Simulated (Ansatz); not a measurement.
# VCr: the cost of one run

Computed with Ansatz 0.2.0 (DFT r2SCAN, scalar-relativistic, plane waves, PAW, unless a step's input says otherwise).

## Step 1: The system as given

It takes space group Fd-3m (No. 227, cubic). Conventional cell: a = 5.873 Å, b = 5.873 Å, c = 5.873 Å, α = 90.00°, β = 90.00°, γ = 90.00°. Around V (site symmetry -43m) lie 4 V at 2.54 Å and 4 Cr at 2.54 Å. Cr (site symmetry -43m) has 4 V at 2.54 Å and 4 Cr at 2.54 Å as nearest neighbours.

Coordinates:

```cif
data_structure
_symmetry_space_group_name_H-M 'Fd-3m:1'
_symmetry_Int_Tables_number 227
_cell_length_a 5.8732
_cell_length_b 5.8732
_cell_length_c 5.8732
_cell_angle_alpha 90.000
_cell_angle_beta 90.000
_cell_angle_gamma 90.000
_cell_volume 202.59
loop_
_atom_site_label
_atom_site_type_symbol
_atom_site_symmetry_multiplicity
_atom_site_Wyckoff_symbol
_atom_site_fract_x
_atom_site_fract_y
_atom_site_fract_z
_atom_site_occupancy
V1 V 8 a 0.50000 0.00000 0.50000 1
Cr1 Cr 8 b 0.00000 0.00000 0.50000 1
```

(A quick probe on a coarse mesh, which set the mesh and smearing, is not shown.)

## Step 3: A loose first relaxation

Input file input.yaml:

```yaml
crystal:
  lattice:
    - [0.0, 2.9365890107, 2.9365890107]
    - [2.9365890107, 0.0, 2.9365890107]
    - [2.9365890107, 2.9365890107, 0.0]
  atoms:
    - { symbol: V, position: [0.5, 0.5, 0.5] }
    - { symbol: V, position: [0.75, 0.75, 0.75] }
    - { symbol: Cr, position: [0.0, 0.0, 0.0] }
    - { symbol: Cr, position: [0.25, 0.25, 0.25] }
basis:
  ecutwfc: 500
kpoints:
  mp_grid: { grid: [6, 6, 6] }
hamiltonian:
  xc: r2scan
scf:
  occupations: { method: gaussian, width: 0.1 }
  lower_state_search: "off"
output:
  forces: true
  stress: true
  eigenvalues: true
relax:
  adjacent_minimum: "off"
  f_tol: 0.04
  max_steps: 70
  cell: { stress_tol: 0.4 }
```

The run is started by

```console
$ ansatz run input.yaml --threads 1 --pin off --max-ram 2560MiB --backend cpu --events-out ev --progress --plain --runs-dir out
```

What time and memory should one allow on 1 thread of AMD EPYC 7R43 (Zen 3), shared host?

About 17 s, with a peak of 0.56 GiB.
